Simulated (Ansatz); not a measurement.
# The tin atom (triplet): from Hartree-Fock to the top rungs, def2-TZVPD

Aim: climb from Hartree-Fock through coupled cluster and multireference methods for the tin atom (triplet) at one geometry and basis, and see what each rung misses.

Program: Ansatz 0.2.0, Gaussian basis. Level of theory: def2-TZVPD, core rule «outside noble gas», up to 9 orbitals frozen. These are calculated values, not measurements.

To be run: UHF; CCSD(T) on ROHF; CCSD(T) on UHF; BCCD(T) on ROHF; CISD; CCSDT(Q) on ROHF; CCSDT(Q) on UHF; CASSCF and MRCISD+Q, 4 electrons in 4 orbitals; CASSCF and MRCISD+Q(relaxed), 4 electrons in 4 orbitals; CASSCF and NEVPT4(SD), 4 electrons in 4 orbitals; CASSCF and NEVPT2, 4 electrons in 4 orbitals; Full CI.

**1. The atom**

A free atom, in its lowest state of this spin that the program finds. No spin-orbit coupling is included. Elements past krypton take def2 core potentials.

1 atom, charge 0, spin multiplicity 3.

**2. UHF**

File in.yaml:

```yaml
crystal:
  periodic: [false, false, false]
  atoms:
    - {symbol: Sn, position_ang: [0.000000, 0.000000, 0.000000]}
basis:
  gaussian: {orbitals: def2-TZVPD}
magnetization: {spin_polarized: true, initial_magnetization: 2}
hamiltonian: {xc: hf}
output: {orbitals: {seedname: orbitals}}
```

Launch:

```sh
$ ansatz run in.yaml --threads 1 --pin off --events-out ev --progress --plain --max-ram 2393MiB
```

Further steps of the session: CCSD(T) on ROHF; CCSD(T) on UHF; BCCD(T) on ROHF; CISD; CCSDT(Q) on ROHF; CCSDT(Q) on UHF; CASSCF and MRCISD+Q, 4 electrons in 4 orbitals; CASSCF and MRCISD+Q(relaxed), 4 electrons in 4 orbitals; CASSCF and NEVPT4(SD), 4 electrons in 4 orbitals; CASSCF and NEVPT2, 4 electrons in 4 orbitals; Full CI.

**Question.** What will the summary of the whole plan be? Wanted: FCI below the RHF energy; RMP2 from FCI; UMP2 from FCI; RCCSD from FCI; RCCSD(T) from FCI; UCCSD(T) from FCI; RCCSDT(Q) from FCI; UCCSDT(Q) from FCI; NEVPT2 valence from FCI.

**Answer**, as computed:

```
                         quantity                                                                                                                                      value
         FCI below the RHF energy                                                                                                                                 -1.6658 eV
                    RMP2 from FCI                                                                                                                                 +401.3 meV
                    UMP2 from FCI                                                                                                                                 +389.9 meV
                   RCCSD from FCI                                                                                                                                  +57.9 meV
                RCCSD(T) from FCI                                                                                                                                  +12.7 meV
                UCCSD(T) from FCI                                                                                                                                   -4.2 meV
               RCCSDT(Q) from FCI                                                                                                                                   -0.5 meV
               UCCSDT(Q) from FCI                                                                                                                                  -17.4 meV
          NEVPT2 valence from FCI                                                                                                                                 +307.8 meV
      NEVPT4(SD) valence from FCI                                                                                                                                  +24.0 meV
        MRCISD+Q valence from FCI                                                                                                                                  -10.2 meV
levels within 1 kcal/mol (43 meV)  UCCSD, RCCSD(T), UCCSD(T), BCCD(T), RCCSDT, UCCSDT, RCCSDT(Q), UCCSDT(Q), NEVPT4(SD) valence, MRCISD+Q valence, MRCISD+Q(relaxed) valence
                    T1 diagnostic                                                                                                                                      0.020
   effectively unpaired electrons                                                                                                                                       2.03
```

**Reading.** RCCSD(T) misses by +12.7 meV, 0.8 % of the correlation energy. UCCSD(T), UCCSDT, UCCSDT(Q), MRCISD+Q valence, MRCISD+Q(relaxed) valence fall below full CI: unrestricted runs freeze a spin-polarised core, another one than full CI's, and coupled cluster isn't variational. One determinant dominates. Of the multireference levels listed MRCISD+Q valence comes nearest in total energy (-10.2 meV), which doesn't show that its space is the better one. These misses are within one basis, not against nature; the frozen cores of restricted and unrestricted runs differ, which can shift their rows.
